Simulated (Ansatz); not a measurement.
# Si2W: the cost of one run

Program: Ansatz 0.2.0. Level of theory: DFT PBE, scalar-relativistic, plane waves, PAW. These are calculated values, not measurements.

1 further run of the same task is left out (set aside as unsound or not needed).

**1. The system as given**

Symmetry: I4/mmm, No. 139, tetragonal system. The conventional cell has a = 3.229 Å, b = 3.229 Å, c = 7.867 Å, α = 90.00°, β = 90.00°, γ = 90.00°. Around Si (site symmetry 4mm) lie 5 Si at 2.60 to 2.64 Å and 5 W at 2.63 Å. W (site symmetry 4/mmm) is surrounded by 10 Si at 2.63 Å.

Structure file:

```cif
data_structure
_symmetry_space_group_name_H-M 'P 1'
_symmetry_Int_Tables_number 1
_cell_length_a 4.5482
_cell_length_b 4.5482
_cell_length_c 4.5482
_cell_angle_alpha 138.415
_cell_angle_beta 138.415
_cell_angle_gamma 60.267
_cell_volume 41.01
loop_
_atom_site_label
_atom_site_type_symbol
_atom_site_fract_x
_atom_site_fract_y
_atom_site_fract_z
_atom_site_occupancy
Si1 Si 0.33456 0.33456 0.00000 1
Si2 Si 0.66544 0.66544 0.00000 1
W1 W 0.00000 0.00000 0.00000 1
```

This cell was relaxed beforehand with the same method: volume 13.67 Å³/atom, gap on the mesh none (metal).

**2. Static run: bands, density of states and charges**

Input file input.yaml:

```yaml
crystal:
  lattice:
    - [-1.6145299054, 1.6145299054, 3.9335489408]
    - [1.6145299054, -1.6145299054, 3.9335489408]
    - [1.6145299054, 1.6145299054, -3.9335489408]
  atoms:
    - { symbol: Si, position: [0.3345578121, 0.3345578121, 0.0] }
    - { symbol: Si, position: [0.6654421879, 0.6654421879, 0.0] }
    - { symbol: W, position: [0.0, 0.0, 0.0] }
basis:
  ecutwfc: 420
kpoints:
  mp_grid: { grid: [18, 18, 18] }
  band_path:
    path:
      - [[0.0, 0.0, 0.0], [0.0, 0.0, 0.5], [0.25, 0.25, 0.25], [0.0, 0.5, 0.0], [0.0, 0.0, 0.0], [0.5, 0.5, -0.5], [0.29211755, 0.70788245, -0.29211755]]
      - [[-0.29211755, 0.29211755, 0.29211755], [0.0, 0.0, 0.0]]
      - [[0.0, 0.0, 0.5], [-0.0842351, 0.0842351, 0.5]]
      - [[0.5, 0.5, -0.0842351], [0.5, 0.5, -0.5]]
    npoints: 14
hamiltonian:
  xc: pbe
scf:
  occupations: { method: gaussian, width: 0.1 }
  n_extra_bands: 7
output:
  forces: true
  stress: true
  eigenvalues: true
  populations: true
  dos: { projected: true, de: 0.02, nscf_kmesh: { grid: [27, 27, 27] } }
  bader: true
  write_density: true
  write_potential: true
  elf: true
  volumetric_format: npy
```

On the command line:

```
$ ansatz run input.yaml --threads 1 --pin off --max-ram 2560MiB --backend cpu --events-out ev --progress --plain --runs-dir out
```

**Question.** How long does this run take on 1 thread of AMD EPYC 9R45 (Zen 5), shared host, and how much memory does it need?

About 53 s, with a peak of 0.92 GiB.
